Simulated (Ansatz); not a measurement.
# CW: the cost of one run

Computed with Ansatz 0.2.0 (DFT unrestricted LDA, Gaussian basis def2-TZVPP, unless a step's input says otherwise).

### 1 The system as given

Bond lengths: W1–C2 1.710 Å.

As a file:

```xyz
2

W     0.0000    0.0000    0.0000
C     0.0000    0.0000    1.7100
```

### 2 Relaxing the atoms: CW

Contents of input.yaml:

```yaml
relax:
  f_tol: 0.001
  max_steps: 200
crystal:
  periodic: [false, false, false]
  atoms:
    - { symbol: W, position_ang: [0.0, 0.0, 0.0] }
    - { symbol: C, position_ang: [0.0, 0.0, 1.71] }
magnetization:
  spin_polarized: true
  initial_magnetization: 2
basis:
  gaussian: { orbitals: def2-TZVPP }
hamiltonian:
  xc: lda
output:
  orbitals: {}
```

Command:

```sh
> ansatz run input.yaml --threads 1 --pin off --max-ram 7168MiB --backend cpu --events-out ev --progress --plain --runs-dir out
```

**Question.** How long does this run take on 1 thread of Intel Xeon at 2.30GHz, shared host, and how much memory does it need?

About 22 s, with a peak of 0.19 GiB.
